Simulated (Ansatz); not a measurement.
# GeH6O2Si: one species, many methods

How much do the methods differ for GeH6O2Si? The plan is to run it at one geometry with functionals of several rungs and with coupled cluster. The yardstick is the atomisation energy at the CCSD(T) limit.

Computed with Ansatz 0.2.0, Gaussian basis. Level: functionals in def2-TZVPP, the program's frozen cores in correlated methods.

Levels to be run: LDA (SPW92), PBE-D4, revPBE-D4, BLYP-D4, r2SCAN-D4, B97M-V, PBE0-D4, B3LYP-D4, r2SCANh-D4, r2SCAN0-D4, HSE06-D4, BHLYP-D4, CAM-B3LYP-D4, LC-ωPBE, ωB97X-V, ωB97M-V, B2PLYP, PBE-QIDH; CCSD(T)/def2-SVP; CCSD(T)/def2-TZVPP; MP2/def2-QZVPP; extrapolation to the limit; RPA on PBE.

**1. The geometry**

An earlier PBE0-D4 in a triple-zeta def2 set relaxation fixed the geometry.

SMILES `O[SiH2][O][GeH3]`, 10 atoms, charge 0, spin multiplicity 1.

Atoms are counted from 1 here; the program's logs count them from 0.

Bond lengths: O1–Si2 1.644 Å, O1–H5 0.958 Å, Si2–O3 1.628 Å, Si2–H6 1.484 Å, Si2–H7 1.482 Å, O3–Ge4 1.779 Å, Ge4–H8 1.536 Å, Ge4–H9 1.533 Å, Ge4–H10 1.538 Å. Angles: Si2–O1–H5 117.7°, O1–Si2–O3 112.9°, O1–Si2–H6 110.7°, O1–Si2–H7 104.1°, O3–Si2–H6 106.1°, O3–Si2–H7 110.8°, H6–Si2–H7 112.4°, Si2–O3–Ge4 133.2°, O3–Ge4–H8 108.0°, O3–Ge4–H9 105.7°, O3–Ge4–H10 108.6°, H8–Ge4–H9 111.4°, H8–Ge4–H10 111.2°, H9–Ge4–H10 111.7°.

**2. LDA**

This LDA is Slater exchange with PW92 correlation.

in.yaml reads:

```yaml
crystal:
  periodic: [false, false, false]
  atoms:
    - {symbol: O, position_ang: [-0.957040, 0.534300, -1.837007]}
    - {symbol: Si, position_ang: [-0.269605, 1.230989, -0.516561]}
    - {symbol: O, position_ang: [-0.183595, 0.224079, 0.759396]}
    - {symbol: Ge, position_ang: [0.677685, -1.306086, 1.047303]}
    - {symbol: H, position_ang: [-1.897208, 0.352534, -1.805933]}
    - {symbol: H, position_ang: [-1.065332, 2.399374, -0.065179]}
    - {symbol: H, position_ang: [1.086134, 1.615816, -0.975918]}
    - {symbol: H, position_ang: [-0.234980, -2.455391, 0.594712]}
    - {symbol: H, position_ang: [0.937524, -1.358047, 2.557236]}
    - {symbol: H, position_ang: [1.989317, -1.288868, 0.244948]}
basis:
  gaussian: {orbitals: def2-TZVPP}
hamiltonian: {xc: lda}
output: {orbitals: {seedname: orbitals}}
```

Further steps of the session: PBE-D4 (GGA); revPBE-D4 (GGA); BLYP-D4 (GGA); r2SCAN-D4 (meta-GGA); B97M-V (meta-GGA); PBE0-D4 (hybrid); B3LYP-D4 (hybrid); r2SCANh-D4 (hybrid); r2SCAN0-D4 (hybrid); HSE06-D4 (hybrid); BHLYP-D4 (hybrid); CAM-B3LYP-D4 (range-separated); LC-ωPBE-D4 (range-separated); ωB97X-V (range-separated); ωB97M-V (range-separated); B2PLYP (double hybrid); PBE-QIDH (double hybrid); CCSD(T) in def2-SVP; CCSD(T) in def2-TZVPP; MP2 in def2-QZVPP; RPA on PBE orbitals.

**Question.** What will the summary of the whole plan be? Wanted: atomisation energy, CCSD(T)/CBS; farthest beyond LDA; mean size of error, GGA; mean size of error, meta-GGA; mean size of error, hybrid; mean size of error, range-separated; mean size of error, double hybrid; gap, smallest and largest; T1 diagnostic.

The runs gave:

```
                               quantity                                              value
        atomisation energy, CCSD(T)/CBS                                      3361.5 kJ/mol
 functionals within 33.6 kJ/mol (1.0 %)  r2SCAN-D4, B97M-V, CAM-B3LYP-D4, ωB97X-V, ωB97M-V
                    farthest beyond LDA                          revPBE-D4 (-126.5 kJ/mol)
                mean size of error, GGA                                        79.2 kJ/mol
           mean size of error, meta-GGA                                        19.5 kJ/mol
             mean size of error, hybrid                                        83.6 kJ/mol
    mean size of error, range-separated                                        30.9 kJ/mol
      mean size of error, double hybrid                                        73.0 kJ/mol
              gap, smallest and largest          6.07 eV (LDA (SPW92)), 13.58 eV (LC-ωPBE)
                          T1 diagnostic                                             0.0119
triples share of the correlation energy                                              3.3 %
```

In words: The LDA atomisation energy is off by 404.8 kJ/mol (12 %): it overbinds. PBE-D4 misses by -48.1 kJ/mol. Double hybrids carry the basis error of their MP2 part in triple zeta, and no dispersion term here, so their miss is partly the set-up's. The rungs meta-GGA, range-separated miss on average by less than the doubt on the reference (33.6 kJ/mol), so they tie. Misses under about 33.6 kJ/mol are within the doubt on the reference itself, which lacks core-valence correlation, relativity and higher excitations, and its outer-core shells are covered unevenly. Hartree-Fock recovers 72 % of the binding; the rest is correlation. CCSD(T) in def2-SVP is off by -277.0 kJ/mol, which most functionals beat. Orbital gaps span 6.1 to 13.6 eV; exact exchange widens them. Correlated methods include outer-core shells of Ge, which these sets cover unevenly.
